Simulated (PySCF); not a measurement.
**Hg²⁺: excitation energies in aug-cc-pVTZ-PP with ECP60**

Wanted: the excitation energy of mercury, up a ladder of methods.

Program: PySCF 2.14.0. Level of theory: unrestricted determinants in a Gaussian basis, no spin-orbit coupling in the energies. These are calculated values, not measurements, unless marked.

### Step 1. The system

```
Element                                   : mercury (Z = 80)
Basis                                     : aug-cc-pVTZ-PP with ECP60MDF (6s6p5d3f2g, 88 functions)
Hamiltonian                               : a scalar-relativistic core potential
State 1                                   : Hg²⁺: [Xe] 4f14 5d9 6s1, high-spin 3D determinant (an excited configuration)
State 2                                   : Hg²⁺: [Xe] 4f14 5d9 6p1, one real determinant (an excited configuration)
Needed too, but not shown                 : Hg²⁺ [Xe] 4f14 5d10 (1S)
Methods                                   : UHF, LDA, PBE, PBE0, r2SCAN, r2SCANh, wB97X, wB97X-V, M06-L, MP2
Core shells frozen in the correlated runs : valence: 5s2 5p6 (for Hg²⁺)
```

The outer shells:

Hg2+ [Xe] 4f14 5d9 6s1
```
[Xe] core
4f [↑↓][↑↓][↑↓][↑↓][↑↓][↑↓][↑↓]
5d [↑↓][↑↓][↑↓][↑↓][↑ ]
6s [↑ ]
```

Hg2+ [Xe] 4f14 5d9 6p1
```
[Xe] core
4f [↑↓][↑↓][↑↓][↑↓][↑↓][↑↓][↑↓]
5d [↑↓][↑↓][↑↓][↑↓][↑ ]
6p [↑ ][  ][  ]
```

The runs were made by one driver on top of PySCF. The scripts below sum up each run's settings (the driver also hands on starting orbitals that pick excited configurations, and frozen orbitals as a list rather than a count), and the logs come from the driver's own runs. The driver starts from symmetry-adapted Hartree-Fock orbitals, holds the occupation by maximum overlap and uses a logarithmic radial grid for functionals, so a plain start would take other cycles.

The integrals over 88 functions and the set-up took 2.2 s of CPU time.

### Step 2. Hg²⁺ [Xe] 4f14 5d9 6s1, method by method

UHF:

File input.py:

```python
from pyscf import gto, scf, dft, mp, cc
import basis_set_exchange as bse
txt = bse.get_basis("aug-cc-pVTZ-PP", elements=["Hg"], fmt="nwchem", header=False)
cut = txt.index("\nECP")
mol = gto.M(atom="Hg 0 0 0", charge=2, spin=2, symmetry="D2h",
            basis=gto.basis.parse(txt[:cut]),
            ecp={"Hg": gto.basis.parse_ecp(txt[cut:])})
mf = scf.UHF(mol)
mf.irrep_nelec = {'Ag': (4, 2), 'B1g': (1, 1), 'B2g': (1, 1), 'B3g': (1, 1), 'B1u': (1, 1), 'B2u': (1, 1), 'B3u': (1, 1)}
mf.kernel()
```

Output:

```text
damping factor = 0
level_shift factor = 0
DIIS = <class 'pyscf.scf.diis.CDIIS'>
diis_start_cycle = 1
diis_space = 10
diis_damp = 0
SCF conv_tol = 1e-09
SCF conv_tol_grad = None
number electrons alpha = 10  beta = 8
cycle= 1 E= -151.383400916441  delta_E= -0.00613  |g|= 0.0279  |ddm|= 0.0423
cycle= 2 E= -151.383580451864  delta_E= -0.00018  |g|= 0.00583  |ddm|= 0.0088
cycle= 3 E= -151.383596113511  delta_E= -1.57e-05  |g|= 0.00126  |ddm|= 0.00456
cycle= 4 E= -151.383598620388  delta_E= -2.51e-06  |g|= 0.000661  |ddm|= 0.00226
cycle= 5 E= -151.383599566706  delta_E= -9.46e-07  |g|= 0.000219  |ddm|= 0.00191
cycle= 6 E= -151.383599661016  delta_E= -9.43e-08  |g|= 3.97e-05  |ddm|= 0.000711
cycle= 7 E= -151.383599663303  delta_E= -2.29e-09  |g|= 4.32e-06  |ddm|= 0.000112
cycle= 8 E= -151.383599663315  delta_E= -1.17e-11  |g|= 4.72e-07  |ddm|= 5.29e-06
converged SCF energy = -151.383599663315  <S^2> = 2.0023412  2S+1 = 3.0015604
```

It used 2.3 s of CPU time after the integrals (shared host).

The occupied shells:

```
shell  electrons  mean orbital energy (eV)  spread (eV)  rms radius (bohr)
 5s α          1                   -161.89            0              0.976
 5s β          1                   -159.73            0              0.976
 5p α          3                   -106.40        1.747               1.12
 5p β          3                   -103.84        1.282               1.12
 5d α          5                   -39.239        2.072               1.51
 5d β          4                   -37.693        1.501               1.51
 6s α          1                   -27.909            0               2.54
```

⟨S²⟩ = 2.002, ⟨L²⟩ = 6.02.

Energies and moments cover only the electrons outside the core potential. Spin-orbit coupling, absent here, splits the open shell strongly.

LDA:

input.py differs from the last one in:

```diff
@@ -7,3 +7,3 @@
             ecp={"Hg": gto.basis.parse_ecp(txt[cut:])})
-mf = scf.UHF(mol)
+mf = dft.UKS(mol, xc="LDA,VWN")
 mf.irrep_nelec = {'Ag': (4, 2), 'B1g': (1, 1), 'B2g': (1, 1), 'B3g': (1, 1), 'B1u': (1, 1), 'B2u': (1, 1), 'B3u': (1, 1)}
```

Output:

```text
damping factor = 0
level_shift factor = 0
DIIS = <class 'pyscf.scf.diis.CDIIS'>
diis_start_cycle = 1
diis_space = 10
diis_damp = 0
SCF conv_tol = 1e-09
SCF conv_tol_grad = None
number electrons alpha = 10  beta = 8
XC functionals = LDA,VWN
    P. A. M. Dirac.,  Math. Proc. Cambridge Philos. Soc. 26, 376 (1930)
    F. Bloch.,  Z. Phys. 57, 545 (1929)
    S. H. Vosko, L. Wilk, and M. Nusair.,  Can. J. Phys. 58, 1200 (1980)
cycle= 1 E= -151.967482610915  delta_E= -0.0133  |g|= 0.0894  |ddm|= 0.168
cycle= 2 E= -151.968020651027  delta_E= -0.000538  |g|= 0.0791  |ddm|= 0.0765
cycle= 3 E= -151.969500290895  delta_E= -0.00148  |g|= 0.00363  |ddm|= 0.0341
cycle= 4 E= -151.969503005192  delta_E= -2.71e-06  |g|= 0.000228  |ddm|= 0.00201
cycle= 5 E= -151.969503021802  delta_E= -1.66e-08  |g|= 2.07e-05  |ddm|= 0.000152
cycle= 6 E= -151.969503021931  delta_E= -1.3e-10  |g|= 4.68e-07  |ddm|= 1.26e-05
converged SCF energy = -151.969503021931  <S^2> = 2.0003111  2S+1 = 3.0002074
```

CPU time 1.5 s on a shared host, the integrals not counted.

PBE:

input.py differs from the last one in:

```diff
@@ -7,3 +7,3 @@
             ecp={"Hg": gto.basis.parse_ecp(txt[cut:])})
-mf = dft.UKS(mol, xc="LDA,VWN")
+mf = dft.UKS(mol, xc="PBE")
 mf.irrep_nelec = {'Ag': (4, 2), 'B1g': (1, 1), 'B2g': (1, 1), 'B3g': (1, 1), 'B1u': (1, 1), 'B2u': (1, 1), 'B3u': (1, 1)}
```

Output:

```text
damping factor = 0
level_shift factor = 0
DIIS = <class 'pyscf.scf.diis.CDIIS'>
diis_start_cycle = 1
diis_space = 10
diis_damp = 0
SCF conv_tol = 1e-09
SCF conv_tol_grad = None
number electrons alpha = 10  beta = 8
XC functionals = PBE
    J. P. Perdew, K. Burke, and M. Ernzerhof.,  Phys. Rev. Lett. 77, 3865 (1996)
    J. P. Perdew, K. Burke, and M. Ernzerhof.,  Phys. Rev. Lett. 78, 1396 (1997)
    J. P. Perdew, K. Burke, and M. Ernzerhof.,  Phys. Rev. Lett. 77, 3865 (1996)
    J. P. Perdew, K. Burke, and M. Ernzerhof.,  Phys. Rev. Lett. 78, 1396 (1997)
cycle= 1 E= -152.252317743428  delta_E= -0.0117  |g|= 0.0419  |ddm|= 0.138
cycle= 2 E= -152.252568397764  delta_E= -0.000251  |g|= 0.0281  |ddm|= 0.0359
cycle= 3 E= -152.252752634166  delta_E= -0.000184  |g|= 0.00463  |ddm|= 0.0137
cycle= 4 E= -152.252757289206  delta_E= -4.66e-06  |g|= 0.000211  |ddm|= 0.00204
cycle= 5 E= -152.252757303332  delta_E= -1.41e-08  |g|= 4.31e-05  |ddm|= 0.000165
cycle= 6 E= -152.252757303645  delta_E= -3.12e-10  |g|= 8.25e-06  |ddm|= 0.000106
converged SCF energy = -152.252757303645  <S^2> = 2.0006565  2S+1 = 3.0004376
```

It used 2.7 s of CPU time after the integrals (shared host).

PBE0:

input.py differs from the last one in:

```diff
@@ -7,3 +7,3 @@
             ecp={"Hg": gto.basis.parse_ecp(txt[cut:])})
-mf = dft.UKS(mol, xc="PBE")
+mf = dft.UKS(mol, xc="PBE0")
 mf.irrep_nelec = {'Ag': (4, 2), 'B1g': (1, 1), 'B2g': (1, 1), 'B3g': (1, 1), 'B1u': (1, 1), 'B2u': (1, 1), 'B3u': (1, 1)}
```

Output:

```text
damping factor = 0
level_shift factor = 0
DIIS = <class 'pyscf.scf.diis.CDIIS'>
diis_start_cycle = 1
diis_space = 10
diis_damp = 0
SCF conv_tol = 1e-09
SCF conv_tol_grad = None
number electrons alpha = 10  beta = 8
XC functionals = PBE0
    C. Adamo and V. Barone.,  J. Chem. Phys. 110, 6158 (1999)
    M. Ernzerhof and G. E. Scuseria.,  J. Chem. Phys. 110, 5029 (1999)
cycle= 1 E= -152.225508389202  delta_E= -0.00816  |g|= 0.0277  |ddm|= 0.0999
cycle= 2 E= -152.225656198002  delta_E= -0.000148  |g|= 0.01  |ddm|= 0.0165
cycle= 3 E= -152.225676565783  delta_E= -2.04e-05  |g|= 0.00275  |ddm|= 0.00485
cycle= 4 E= -152.225678316463  delta_E= -1.75e-06  |g|= 0.00022  |ddm|= 0.00131
cycle= 5 E= -152.225678356535  delta_E= -4.01e-08  |g|= 3.74e-05  |ddm|= 0.000382
cycle= 6 E= -152.225678358835  delta_E= -2.3e-09  |g|= 2.94e-06  |ddm|= 0.000125
cycle= 7 E= -152.225678358843  delta_E= -7.73e-12  |g|= 2.3e-07  |ddm|= 7.05e-06
converged SCF energy = -152.225678358843  <S^2> = 2.0008935  2S+1 = 3.0005956
```

CPU time 3.2 s on a shared host, the integrals not counted.

r2SCAN:

input.py differs from the last one in:

```diff
@@ -7,3 +7,3 @@
             ecp={"Hg": gto.basis.parse_ecp(txt[cut:])})
-mf = dft.UKS(mol, xc="PBE0")
+mf = dft.UKS(mol, xc="R2SCAN")
 mf.irrep_nelec = {'Ag': (4, 2), 'B1g': (1, 1), 'B2g': (1, 1), 'B3g': (1, 1), 'B1u': (1, 1), 'B2u': (1, 1), 'B3u': (1, 1)}
```

Output:

```text
damping factor = 0
level_shift factor = 0
DIIS = <class 'pyscf.scf.diis.CDIIS'>
diis_start_cycle = 1
diis_space = 10
diis_damp = 0
SCF conv_tol = 1e-09
SCF conv_tol_grad = None
number electrons alpha = 10  beta = 8
XC functionals = R2SCAN
    J. W. Furness, A. D. Kaplan, J. Ning, J. P. Perdew, and J. Sun.,  J. Phys. Chem. Lett. 11, 8208-8215 (2020)
    J. W. Furness, A. D. Kaplan, J. Ning, J. P. Perdew, and J. Sun.,  J. Phys. Chem. Lett. 11, 9248-9248 (2020)
    J. W. Furness, A. D. Kaplan, J. Ning, J. P. Perdew, and J. Sun.,  J. Phys. Chem. Lett. 11, 8208-8215 (2020)
    J. W. Furness, A. D. Kaplan, J. Ning, J. P. Perdew, and J. Sun.,  J. Phys. Chem. Lett. 11, 9248-9248 (2020)
cycle= 1 E= -152.287312382379  delta_E= -0.00991  |g|= 0.0262  |ddm|= 0.126
cycle= 2 E= -152.287485257869  delta_E= -0.000173  |g|= 0.00729  |ddm|= 0.0227
cycle= 3 E= -152.287495703902  delta_E= -1.04e-05  |g|= 0.00114  |ddm|= 0.00317
cycle= 4 E= -152.287495993158  delta_E= -2.89e-07  |g|= 0.000624  |ddm|= 0.00102
cycle= 5 E= -152.287496089684  delta_E= -9.65e-08  |g|= 3.04e-05  |ddm|= 0.000338
cycle= 6 E= -152.287496090052  delta_E= -3.68e-10  |g|= 4.2e-06  |ddm|= 3.42e-05
converged SCF energy = -152.287496090052  <S^2> = 2.0016716  2S+1 = 3.0011142
```

It used 5 s of CPU time after the integrals (shared host).

r2SCANh:

input.py differs from the last one in:

```diff
@@ -7,3 +7,3 @@
             ecp={"Hg": gto.basis.parse_ecp(txt[cut:])})
-mf = dft.UKS(mol, xc="R2SCAN")
+mf = dft.UKS(mol, xc="HYB_MGGA_XC_R2SCANH")
 mf.irrep_nelec = {'Ag': (4, 2), 'B1g': (1, 1), 'B2g': (1, 1), 'B3g': (1, 1), 'B1u': (1, 1), 'B2u': (1, 1), 'B3u': (1, 1)}
```

Output:

```text
damping factor = 0
level_shift factor = 0
DIIS = <class 'pyscf.scf.diis.CDIIS'>
diis_start_cycle = 1
diis_space = 10
diis_damp = 0
SCF conv_tol = 1e-09
SCF conv_tol_grad = None
number electrons alpha = 10  beta = 8
XC functionals = HYB_MGGA_XC_R2SCANH
    M. Bursch, H. Neugebauer, S. Ehlert, and S. Grimme.,  J. Chem. Phys. 156, 134105 (2022)
cycle= 1 E= -152.267546730195  delta_E= -0.00895  |g|= 0.0249  |ddm|= 0.114
cycle= 2 E= -152.267713928722  delta_E= -0.000167  |g|= 0.00599  |ddm|= 0.0203
cycle= 3 E= -152.267721452823  delta_E= -7.52e-06  |g|= 0.000758  |ddm|= 0.00266
cycle= 4 E= -152.267721748732  delta_E= -2.96e-07  |g|= 0.000438  |ddm|= 0.00123
cycle= 5 E= -152.267721798503  delta_E= -4.98e-08  |g|= 4.9e-05  |ddm|= 0.000248
cycle= 6 E= -152.267721800247  delta_E= -1.74e-09  |g|= 4.03e-06  |ddm|= 9.6e-05
cycle= 7 E= -152.267721800257  delta_E= -1.02e-11  |g|= 4.49e-07  |ddm|= 7.23e-06
converged SCF energy = -152.267721800257  <S^2> = 2.0016525  2S+1 = 3.0011015
```

It used 5.8 s of CPU time after the integrals (shared host).

wB97X:

input.py differs from the last one in:

```diff
@@ -7,3 +7,3 @@
             ecp={"Hg": gto.basis.parse_ecp(txt[cut:])})
-mf = dft.UKS(mol, xc="HYB_MGGA_XC_R2SCANH")
+mf = dft.UKS(mol, xc="WB97X")
 mf.irrep_nelec = {'Ag': (4, 2), 'B1g': (1, 1), 'B2g': (1, 1), 'B3g': (1, 1), 'B1u': (1, 1), 'B2u': (1, 1), 'B3u': (1, 1)}
```

Output:

```text
damping factor = 0
level_shift factor = 0
DIIS = <class 'pyscf.scf.diis.CDIIS'>
diis_start_cycle = 1
diis_space = 10
diis_damp = 0
SCF conv_tol = 1e-09
SCF conv_tol_grad = None
number electrons alpha = 10  beta = 8
XC functionals = WB97X
    J.-D. Chai and M. Head-Gordon.,  J. Chem. Phys. 128, 084106 (2008)
cycle= 1 E= -152.257342387261  delta_E= -0.00806  |g|= 0.0251  |ddm|= 0.132
cycle= 2 E= -152.257578943767  delta_E= -0.000237  |g|= 0.00451  |ddm|= 0.0196
cycle= 3 E= -152.257592857122  delta_E= -1.39e-05  |g|= 0.0012  |ddm|= 0.00501
cycle= 4 E= -152.25759467058  delta_E= -1.81e-06  |g|= 0.000426  |ddm|= 0.0022
cycle= 5 E= -152.257594851939  delta_E= -1.81e-07  |g|= 0.000166  |ddm|= 0.000647
cycle= 6 E= -152.257594919417  delta_E= -6.75e-08  |g|= 4.46e-05  |ddm|= 0.00057
cycle= 7 E= -152.25759492516  delta_E= -5.74e-09  |g|= 2.18e-06  |ddm|= 0.000212
cycle= 8 E= -152.257594925166  delta_E= -6.28e-12  |g|= 1.33e-07  |ddm|= 6.79e-06
converged SCF energy = -152.257594925166  <S^2> = 2.0005002  2S+1 = 3.0003335
```

CPU time 7 s on a shared host, the integrals not counted.

wB97X-V:

input.py differs from the last one in:

```diff
@@ -7,3 +7,3 @@
             ecp={"Hg": gto.basis.parse_ecp(txt[cut:])})
-mf = dft.UKS(mol, xc="WB97X")
+mf = dft.UKS(mol, xc="WB97X_V")
 mf.irrep_nelec = {'Ag': (4, 2), 'B1g': (1, 1), 'B2g': (1, 1), 'B3g': (1, 1), 'B1u': (1, 1), 'B2u': (1, 1), 'B3u': (1, 1)}
```

Output:

```text
damping factor = 0
level_shift factor = 0
DIIS = <class 'pyscf.scf.diis.CDIIS'>
diis_start_cycle = 1
diis_space = 10
diis_damp = 0
SCF conv_tol = 1e-09
SCF conv_tol_grad = None
number electrons alpha = 10  beta = 8
XC functionals = WB97X_V
    N. Mardirossian and M. Head-Gordon.,  Phys. Chem. Chem. Phys. 16, 9904-9924 (2014)
NLC functional = WB97X_V
cycle= 1 E= -152.198036708052  delta_E= -0.00767  |g|= 0.0237  |ddm|= 0.101
cycle= 2 E= -152.198224568629  delta_E= -0.000188  |g|= 0.00385  |ddm|= 0.0164
cycle= 3 E= -152.198233241948  delta_E= -8.67e-06  |g|= 0.000832  |ddm|= 0.00376
cycle= 4 E= -152.198234098528  delta_E= -8.57e-07  |g|= 0.000173  |ddm|= 0.00149
cycle= 5 E= -152.198234164244  delta_E= -6.57e-08  |g|= 7.97e-05  |ddm|= 0.000475
cycle= 6 E= -152.198234175097  delta_E= -1.09e-08  |g|= 3.3e-05  |ddm|= 0.000183
cycle= 7 E= -152.19823417789  delta_E= -2.79e-09  |g|= 1.28e-06  |ddm|= 0.000147
cycle= 8 E= -152.198234177893  delta_E= -2.67e-12  |g|= 6.26e-08  |ddm|= 4.2e-06
converged SCF energy = -152.198234177893  <S^2> = 2.0004846  2S+1 = 3.000323
```

It used 6.1 s of CPU time after the integrals (shared host).

M06-L:

input.py differs from the last one in:

```diff
@@ -7,3 +7,3 @@
             ecp={"Hg": gto.basis.parse_ecp(txt[cut:])})
-mf = dft.UKS(mol, xc="WB97X_V")
+mf = dft.UKS(mol, xc="M06L")
 mf.irrep_nelec = {'Ag': (4, 2), 'B1g': (1, 1), 'B2g': (1, 1), 'B3g': (1, 1), 'B1u': (1, 1), 'B2u': (1, 1), 'B3u': (1, 1)}
```

Output:

```text
damping factor = 0
level_shift factor = 0
DIIS = <class 'pyscf.scf.diis.CDIIS'>
diis_start_cycle = 1
diis_space = 10
diis_damp = 0
SCF conv_tol = 1e-09
SCF conv_tol_grad = None
number electrons alpha = 10  beta = 8
XC functionals = M06L
    Y. Zhao and D. G. Truhlar.,  J. Chem. Phys. 125, 194101 (2006)
    Y. Zhao and D. G. Truhlar.,  J. Chem. Phys. 125, 194101 (2006)
    Y. Zhao and D. G. Truhlar.,  Theor. Chem. Acc. 120, 215 (2008)
cycle= 1 E= -152.327849195609  delta_E= -0.00984  |g|= 0.0313  |ddm|= 0.155
cycle= 2 E= -152.32805462263  delta_E= -0.000205  |g|= 0.0145  |ddm|= 0.0376
cycle= 3 E= -152.328097994718  delta_E= -4.34e-05  |g|= 0.00393  |ddm|= 0.00758
cycle= 4 E= -152.328101615854  delta_E= -3.62e-06  |g|= 0.000496  |ddm|= 0.00213
cycle= 5 E= -152.32810169479  delta_E= -7.89e-08  |g|= 2.94e-05  |ddm|= 0.000525
cycle= 6 E= -152.328101695067  delta_E= -2.77e-10  |g|= 2.51e-06  |ddm|= 2.71e-05
converged SCF energy = -152.328101695067  <S^2> = 2.0009894  2S+1 = 3.0006595
```

It used 5.6 s of CPU time after the integrals (shared host).

### Step 3. Hg²⁺ [Xe] 4f14 5d9 6s1, continued

MP2 (valence):

Changes to input.py since step 2:

```diff
@@ -7,4 +7,5 @@
             ecp={"Hg": gto.basis.parse_ecp(txt[cut:])})
-mf = dft.UKS(mol, xc="M06L")
+mf = scf.UHF(mol)
 mf.irrep_nelec = {'Ag': (4, 2), 'B1g': (1, 1), 'B2g': (1, 1), 'B3g': (1, 1), 'B1u': (1, 1), 'B2u': (1, 1), 'B3u': (1, 1)}
 mf.kernel()
+mp.UMP2(mf, frozen=4).kernel()
```

The driver printed no log here.

It used 0.98 s of CPU time after the integrals (shared host).

With 10 electrons correlated, the MP2 correlation energy is -0.31829 hartree (-0.11580 same spin, -0.20249 opposite spin); the SCS form gives -0.28159. Largest pairs of shells: 5d-5d -0.2631, 5d-6s -0.0552, 6s-6s 0.0000.

Radial density 4πr²ρ of Hg²⁺ at UHF, the electrons outside the core potential:

```
r (bohr)   density  spin density
  0.0457  1.87e-05         0.000
  0.0768  4.74e-05         0.000
   0.129  0.000242         0.000
   0.217   0.00461         0.000
   0.366     0.233         0.012
   0.615      6.94         0.269
    1.03      17.7         0.813
    1.74      5.73         0.974
    2.93     0.657         0.361
    4.92    0.0181         0.017
```

(Part 1 of 2 ends here.)
